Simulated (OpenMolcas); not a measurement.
# C2H5AlN2 (SMILES C#[C][Al]([NH2])[NH2]): an attempt with OpenMolcas

Aim: the vertical excitations of C2H5AlN2.

The results are computed with OpenMolcas 26.06.

### 1 The system as given

The species is C2H5AlN2 (10 atoms), meant as a singlet with charge 0. SMILES: `C#[C][Al]([NH2])[NH2]`. The coordinates come from a PBE0-D4/def2-TZVP relaxation.

Bond lengths: C1–C2 1.210 Å, C2–Al3 1.908 Å, Al3–N4 1.763 Å, Al3–N5 1.763 Å, C1–H6 1.067 Å, N4–H7 1.006 Å, N4–H8 1.006 Å, N5–H9 1.006 Å, N5–H10 1.006 Å. Some angles: C1–C2–Al3 180.0°, C2–Al3–N4 118.9°, C2–Al3–N5 118.9°, N4–Al3–N5 122.2°, C2–C1–H6 180.0°, Al3–N4–H7 126.4°, Al3–N4–H8 123.3°, Al3–N5–H9 123.3°, Al3–N5–H10 126.4°, H7–N4–H8 110.4°.

### 2 The job

Input file geom.xyz:

```xyz
10

C     -2.368100     1.221100     0.873300
C     -1.345900     0.693600     0.497800
Al     0.265700    -0.138000    -0.094200
N      0.247600    -1.861100    -0.467000
N      1.722400     0.842900    -0.249900
H     -3.269100     1.686000     1.204200
H      1.027400    -2.410800    -0.785900
H     -0.574800    -2.435200    -0.383700
H      1.750000     1.827100    -0.041300
H      2.627700     0.523400    -0.550300
```

Input file step17.inp:

```
&GATEWAY
  COORD=geom.xyz
  BASIS=ANO-RCC-VDZ
  GROUP=NoSym
  RICD

&SEWARD

&RASSCF
  FILEORB=$CurrDir/step2.RasOrb
  SPIN=1
  NACTEL=5 0 0
  INACTIVE=20
  RAS2=5
  CIROOT=4 4 1
  ORBLISTING=Nothing

&CASPT2
  MULTISTATE=all
```

Started as:

```
$ export MOLCAS_MEM=1860
$ pymolcas step17.inp > step17.log
```

Log:

```text
--- Start Module: gateway ---

                                              &GATEWAY

                       available to each process: 1.9 GB of memory, 1 thread

++    Symmetry information:
      ---------------------

                    Character Table for C1

                             E
                    a        1  x, y, xy, Rz, z, xz, Ry, yz, Rx, I
--

++    Basis set information:
      ----------------------

      Basis set label: C.ANO-RCC...3S2P.

      Electronic valence basis set:
      ------------------
      Associated Effective Charge   6.000000 au
      Associated Actual Charge      6.000000 au
      Nuclear Model: Point charge

      Shell  nPrim  nBasis  Cartesian Spherical Contaminant
         s      14       3        X
         p       9       2        X

      Basis set label: AL.ANO-RCC...4S3P.

      Electronic valence basis set:
      ------------------
      Associated Effective Charge  13.000000 au
      Associated Actual Charge     13.000000 au
      Nuclear Model: Point charge

      Shell  nPrim  nBasis  Cartesian Spherical Contaminant
         s      17       4        X
         p      12       3        X

      Basis set label: N.ANO-RCC...3S2P.

[... 106 lines left out ...]
                  Atomic mean-field integrals
                  RI decomposed two-electron repulsion integrals stored Cholesky style
                   - acCD auxiliary basis
                   - CD Threshold:   1.00E-04

                   Integrals are discarded if absolute value <: 1.00E-14
                   Integral cutoff threshold is set to       <: 1.00E-16

            Nuclear Potential Energy            183.10723122 au

      Basis set specifications :
      Symmetry species         a
      Basis functions           59

--- Stop Module: seward /rc=_RC_ALL_IS_WELL_ ---
--- Module seward spent 1 second ---

--- Start Module: rasscf ---

                                              &RASSCF

                       available to each process: 1.9 GB of memory, 1 thread

 ******************** ERROR *********************
 ###############################################################################
 ###    ERROR: No such wave function.                                        ###
 ###############################################################################
 The following combined specifications are wrong.
 Nr of active electrons NACTEL=   5
 Nr of active orbitals     NAC=   5
 Spin degeneracy         ISPIN=   1
 There can be no such wave function.
 ************************************************
--- Stop Module: rasscf /rc=_RC_INPUT_ERROR_ ---

.####################.
.# User input error #.
.####################.

    Timing: Wall=1.99 User=1.63 System=0.35
```

Run time: 2.2 s. Hardware: 1 thread of Intel Xeon Platinum 8375C at 2.90GHz (Ice Lake), shared host; peak memory 0.085 GiB.

### 3 Reading the log

The job stopped with an error part of the way.

The telling line is `ERROR: No such wave function.`. The fault: wrong electron count.
